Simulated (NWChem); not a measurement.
**C2H4OSi (SMILES O=C[C][SiH3]) at 3 levels**

Wanted: a comparison of 3 runs (UHF/def2-SVP, UTPSSh/6-31G, UPBE0/def2-SVP) of C2H4OSi. 

Program for the calculation: NWChem 7.3.0.

## 1. The structure to begin with

C2H4OSi: 8 atoms, total charge 0, spin state triplet. As SMILES, `O=C[C][SiH3]`. Geometry: relaxed at GFN2-xTB.

Bond lengths: O1–C2 1.231 Å, C2–C3 1.394 Å, C3–Si4 1.838 Å, C2–H5 1.104 Å, Si4–H6 1.466 Å, Si4–H7 1.464 Å, Si4–H8 1.467 Å. Angles: O1–C2–C3 121.4°, C2–C3–Si4 139.5°, O1–C2–H5 121.1°, C3–C2–H5 117.5°, C3–Si4–H6 105.5°, C3–Si4–H7 114.0°, C3–Si4–H8 105.2°, H6–Si4–H7 110.8°, H6–Si4–H8 110.1°, H7–Si4–H8 110.9°.

## 2. Energy and gradient at UHF/def2-SVP (run 1)

Input file nw.nw:

```
start nw
title "C2H4OSi hf"
memory total 2200 mb

geometry noautosym nocenter noautoz
O        1.947570      -0.574550       0.940840
C        1.676460       0.343470       0.166250
C        0.381230       0.529210      -0.315040
Si      -1.288510      -0.224720      -0.162120
H        2.453930       1.048970      -0.175160
H       -1.729750      -0.478850      -1.536820
H       -1.316260      -1.455890       0.629260
H       -2.124670       0.812360       0.452790
end

basis spherical bse
* library def2-SVP
end

scf
triplet
uhf
thresh 1e-08
maxiter 80
noprint "final vectors analysis"
end

task scf gradient
```

Started as:

```bash
nwchem nw.nw > nw.out
```

The program printed:

```text
[...]
  functions       =    80
[...]
  wavefunction    = UHF
[...]
         Total SCF energy =   -441.558665022510
      One electron energy =   -876.640207241890
      Two electron energy =    299.888276658847
 Nuclear repulsion energy =    135.193265560533
                       Sz =      1.0000
                 Sz(Sz+1) =      2.0000
                      S^2 =      2.1973
[...]
                         UHF ENERGY GRADIENTS
    atom               coordinates                        gradient
                 x          y          z           x          y          z
   1 O       3.680374  -1.085742   1.777930   -0.003649   0.000201  -0.001293
   2 C       3.168050   0.649064   0.314167   -0.018276  -0.005957   0.000229
   3 C       0.720420   1.000062  -0.595339    0.003825  -0.000488   0.002216
   4 Si     -2.434931  -0.424659  -0.306362    0.007508  -0.005518   0.004786
   5 H       4.637255   1.982266  -0.331004    0.000793   0.005553  -0.004240
   6 H      -3.268754  -0.904895  -2.904169    0.005114   0.003096   0.004076
   7 H      -2.487371  -2.751233   1.189129   -0.001742   0.004092  -0.003007
   8 H      -4.015044   1.535138   0.855649    0.006426  -0.000979  -0.002767
[...]
```

Run time: 32 s. Hardware: 1 thread of Intel Xeon Platinum 8259CL at 2.50GHz (Skylake/Cascade Lake), shared host; peak memory 0.1 GiB.

## 3. Energy and forces at UTPSSh/6-31G (run 2)

Input file c2h4osi.nw:

```
start c2h4osi
title "C2H4OSi"
memory total 2200 mb

geometry noautosym nocenter noautoz
  O     1.947570   -0.574550    0.940840
  C     1.676460    0.343470    0.166250
  C     0.381230    0.529210   -0.315040
  Si   -1.288510   -0.224720   -0.162120
  H     2.453930    1.048970   -0.175160
  H    -1.729750   -0.478850   -1.536820
  H    -1.316260   -1.455890    0.629260
  H    -2.124670    0.812360    0.452790
end

basis spherical bse
  O library 6-31G
  C library 6-31G
  Si library 6-31G
  H library 6-31G
end

dft
  xc xctpssh
  mult 3
  grid xfine
  convergence energy 1e-08
  iterations 100
  mulliken
end

task dft gradient
```

Started as:

```bash
nwchem c2h4osi.nw > c2h4osi.out
```

The program printed:

```text
[...]
          Wavefunction type:  spin polarized.
          No. of atoms     :     8
          No. of electrons :    38
[...]
          Charge           :     0
          Spin multiplicity:     3
[...]
          AO basis - number of functions:    48
[...]
              XC Information
              --------------
                  TPSS hybrid Method XC Functional
                     Hartree-Fock (Exact) Exchange  0.100
                  TPSS metaGGA Exchange Functional  0.900
             TPSS03 metaGGA Correlation Functional  1.000
[...]
 d= 0,ls=0.0,diis     1   -442.9802162283 -5.78D+02  3.43D-02  2.13D-01     6.2
[...]
 d= 0,ls=0.0,diis    13   -443.1237210629 -7.58D-10  3.83D-07  3.68D-10    73.4
[...]
         Total DFT energy =     -443.123721062935
      One electron energy =     -877.058170372889
           Coulomb energy =      340.565576793129
    Exchange-Corr. energy =      -41.824393043707
 Nuclear repulsion energy =      135.193265560533
[...]
      Total Density - Mulliken Population Analysis
     ---------------------------------------------
    Atom       Charge   Shell Charges
 -----------   ------   -------------------------------------------------------
    1 O    8     8.36   2.00  0.94  2.83  1.04  1.55
    2 C    6     5.89   2.00  0.74  2.06  0.45  0.65
    3 C    6     6.20   2.00  0.72  1.84  0.75  0.89
    4 Si  14    13.42   2.00  2.00  5.96  1.02  2.02  0.21  0.21
    5 H    1     0.85   0.54  0.31
    6 H    1     1.10   0.52  0.58
    7 H    1     1.09   0.51  0.57
    8 H    1     1.10   0.52  0.58
[...]
      <S2> =      2.0246 (Exact =     2.0000)
[...]
  wavefunction    = open shell
[...]
```

Wall time 86 s (1 thread of Intel Xeon Platinum 8259CL at 2.50GHz (Skylake/Cascade Lake), shared host); peak memory 0.13 GiB.

## 4. Energy and gradient at UPBE0/def2-SVP (run 3)

Input file run.py:

```python
from ase import Atoms
from ase.calculators.nwchem import NWChem

system = Atoms('OCCSiHHHH', positions=[
    [1.947570, -0.574550, 0.940840],
    [1.676460, 0.343470, 0.166250],
    [0.381230, 0.529210, -0.315040],
    [-1.288510, -0.224720, -0.162120],
    [2.453930, 1.048970, -0.175160],
    [-1.729750, -0.478850, -1.536820],
    [-1.316260, -1.455890, 0.629260],
    [-2.124670, 0.812360, 0.452790],
])

calc = NWChem(
    label='geom',
    theory='dft',
    memory='2200 mb',
    basis='def2-SVP',
    basispar='spherical bse',
    dft={'xc': 'pbe0', 'mult': '3', 'grid': 'xfine', 'convergence': 'energy 1e-08', 'iterations': '100', 'mulliken': None},
)
system.calc = calc

forces = system.get_forces()
print(f"energy = {system.get_potential_energy():.6f} eV")
print("forces (eV/A):")
for s, f in zip(system.symbols, forces):
    print(f"{s:2s} {f[0]:10.5f} {f[1]:10.5f} {f[2]:10.5f}")
```

Started as:

```bash
export ASE_NWCHEM_COMMAND="nwchem PREFIX.nwi > PREFIX.nwo"
python run.py
```

The program printed:

```text
energy = -12046.127242 eV
forces (eV/A):
O     0.02340   -0.11400    0.10398
C     0.75570   -0.05816    0.22209
C    -0.60441   -0.07215   -0.12676
Si    0.13570    0.37029   -0.20913
H     0.33604    0.20574   -0.06315
H    -0.28930   -0.15591   -0.44912
H     0.05759   -0.44274    0.29881
H    -0.41477    0.26693    0.22327
```

The calculator wrote geom.nwi:

```
title "geom"

permanent_dir geom

scratch_dir geom

start geom

geometry units angstrom nocenter noautosym noautoz
  O  1.9475700000000000e+00 -5.7455000000000001e-01 9.4084000000000001e-01
  C  1.6764600000000001e+00 3.4347000000000000e-01 1.6625000000000001e-01
  C  3.8123000000000001e-01 5.2920999999999996e-01 -3.1503999999999999e-01
  Si -1.2885100000000000e+00 -2.2472000000000000e-01 -1.6211999999999999e-01
  H  2.4539300000000002e+00 1.0489700000000000e+00 -1.7516000000000001e-01
  H  -1.7297499999999999e+00 -4.7885000000000000e-01 -1.5368200000000001e+00
  H  -1.3162600000000000e+00 -1.4558899999999999e+00 6.2926000000000004e-01
  H  -2.1246700000000001e+00 8.1235999999999997e-01 4.5279000000000003e-01
end

memory 2200 mb

basis spherical bse noprint
   * library def2-SVP
end

dft
  xc pbe0
  mult 3
  grid xfine
  convergence energy 1e-08
  iterations 100
  mulliken
end

task dft gradient
```

geom.nwo:

```text
Northwest Computational Chemistry Package (NWChem) 7.3.0
             --------------------------------------------------------

           Job information
           ---------------

    nwchem branch   = 7.3.0
    use scalapack   = T
    input           = geom.nwi
    prefix          = geom.
    data base       = geom/geom.db
    status          = startup
    nproc           =        1

           Memory information
           ------------------

[... 5 lines left out ...]
    hardfail = no
[... 124 lines left out ...]
          Convergence on energy requested:  1.00D-08
[... 29 lines left out ...]
          total energy or number of iterations.
[... 94 lines left out ...]
      One electron energy =     -877.161019035676
[... 1263 lines left out ...]
          Convergence on energy requested:  1.00D-08
[... 29 lines left out ...]
          total energy or number of iterations.
[... 36 lines left out ...]
                 ----------------------------------------
                 |  Time  |  1-e(secs)   |  2-e(secs)   |
                 ----------------------------------------
                 |  CPU   |       0.01   |       2.98   |
                 ----------------------------------------
                 |  WALL  |       0.01   |       2.98   |
                 ----------------------------------------

 Task  times  cpu:       99.4s     wall:       99.4s
 Total times  cpu:       99.5s     wall:       99.5s
```

Wall time 1.7 min (1 thread of Intel Xeon Platinum 8259CL at 2.50GHz (Skylake/Cascade Lake), shared host); peak memory 0.14 GiB.

## 5. Overview of the runs

```
run           level  iteration cap  module  energy (Eh)  dipole moment (D)   ⟨S²⟩  largest force (eV/Å)  wall time
  1    UHF/def2-SVP             80     scf  -441.558665               1.78  2.197                 0.989       32 s
  2    UTPSSh/6-31G            100     dft  -443.123721               2.08  2.025                 3.266       86 s
  3  UPBE0/def2-SVP            100     dft  -442.687015               1.88  2.030                 0.790    1.7 min
```

## 6. Results

| quantity | value |
| --- | --- |
| run 3: total energy | -442.68701 Eh |
| run 3: dipole moment | 1.88 D |
| run 3: HOMO energy (highest over α and β) | -7.63 eV |
| run 3: LUMO energy (lowest over α and β) | -3.50 eV |
| run 3: ⟨S²⟩ | 2.030 |
| run 3: largest force on an atom | 0.790 eV/Å |

**Reading.** The dipole moment (its size) runs from 1.78 D (UHF/def2-SVP) to 2.08 D (UTPSSh/6-31G). The two ends differ in method and basis. Totals of different functionals can't be ranked against each other. Spin contamination of the reference: run 1 ⟨S²⟩ = 2.20. All runs together took 3.6 min, the longest 1.7 min.
